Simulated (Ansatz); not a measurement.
# AlHSeCl2: taking an electron away

How much energy removes an electron from AlHSeCl2 at fixed geometry? The cation is run at each level and the neutral's energy taken from earlier runs.

Method: unrestricted cation, the program's frozen cores in correlated methods; program: Ansatz 0.2.0, Gaussian basis.

Plan: UKS PBE-D4/def2-TZVPP; UKS r2SCAN-D4/def2-TZVPP; UKS PBE0-D4/def2-TZVPP; UKS B3LYP-D4/def2-TZVPP; UKS wB97X-V/def2-TZVPP; UKS wB97M-V/def2-TZVPP; UKS B2PLYP/def2-TZVPP; UHF-CCSD(T)/def2-TZVPP; UHF-MP2/def2-QZVPP; extrapolation to the limit; then −ε(HOMO) from the neutral's earlier runs with LDA (SPW92), PBE-D4, revPBE-D4, BLYP-D4, r2SCAN-D4, B97M-V, PBE0-D4, B3LYP-D4, r2SCANh-D4, r2SCAN0-D4, HSE06-D4, BHLYP-D4, CAM-B3LYP-D4, LC-ωPBE, ωB97X-V, ωB97M-V.

## Step 1: The geometry

The geometry comes from an earlier relaxation with PBE0-D4/def2-TZVP; it is a stationary point.

5 atoms, charge 0, spin multiplicity 1.

Atoms are counted from 1 here; the program's logs count them from 0.

Bond lengths: Cl1–Al2 2.080 Å, Al2–Cl3 2.078 Å, Al2–Se4 2.290 Å, Se4–H5 1.470 Å. Angles: Cl1–Al2–Cl3 119.7°, Cl1–Al2–Se4 121.6°, Cl3–Al2–Se4 118.7°, Al2–Se4–H5 90.4°.

## Step 2: Cation, UKS PBE-D4/def2-TZVPP

Input file in.yaml:

```yaml
crystal:
  periodic: [false, false, false]
  atoms:
    - {symbol: Cl, position_ang: [-1.129102, -1.388582, 1.240079]}
    - {symbol: Al, position_ang: [0.378774, -0.407396, 0.195226]}
    - {symbol: Cl, position_ang: [2.327249, -1.125361, 0.281040]}
    - {symbol: Se, position_ang: [-0.051812, 1.460302, -1.058798]}
    - {symbol: H, position_ang: [-1.475208, 1.387438, -0.698949]}
basis:
  gaussian: {orbitals: def2-TZVPP}
total_charge: 1
magnetization: {spin_polarized: true, initial_magnetization: 1}
hamiltonian: {xc: pbe, dispersion: d4}
```

Started as:

```console
$ ansatz run in.yaml --threads 2 --pin off --events-out ev --progress --plain --max-ram 32768MiB --backend cpu
```

After this run come: Cation, UKS r2SCAN-D4/def2-TZVPP; Cation, UKS PBE0-D4/def2-TZVPP; Cation, UKS B3LYP-D4/def2-TZVPP; Cation, UKS wB97X-V/def2-TZVPP; Cation, UKS wB97M-V/def2-TZVPP; Cation, UKS B2PLYP (frozen core)/def2-TZVPP; Cation, UHF-CCSD(T)/def2-TZVPP; Cation, UHF-MP2/def2-QZVPP.

Q: Predict the results of all the runs planned. Wanted: ionisation energy, CCSD(T)/CBS; nearest functional by difference; nearest −ε(HOMO); −ε(HOMO) of PBE; T1 of the cation.

**Answer**, as computed:

| quantity | value |
| --- | --- |
| ionisation energy, CCSD(T)/CBS | 10.22 eV |
| nearest functional by difference | ωB97X-V (-0.14 eV) |
| nearest −ε(HOMO) | ωB97X-V (-0.12 eV) |
| −ε(HOMO) of PBE | 6.68 eV |
| T1 of the cation | 0.011 |

What this shows: By cation minus neutral, the functionals miss by 0.41 eV at most. The PBE orbital energy is 3.5 eV too small: a semilocal HOMO is no ionisation energy. Among orbital estimates ωB97X-V comes nearest. Hartree-Fock falls 1.17 eV short, as the neutral has more correlation energy than the cation. The cation may have settled in a state other than its lowest; no search over hole states beyond the program's own was made. Correlated methods include outer-core shells of Se, which these sets cover unevenly. With outer-core shells in play the reference is unsure by up to some tenths of an eV, so close misses can't be ranked.
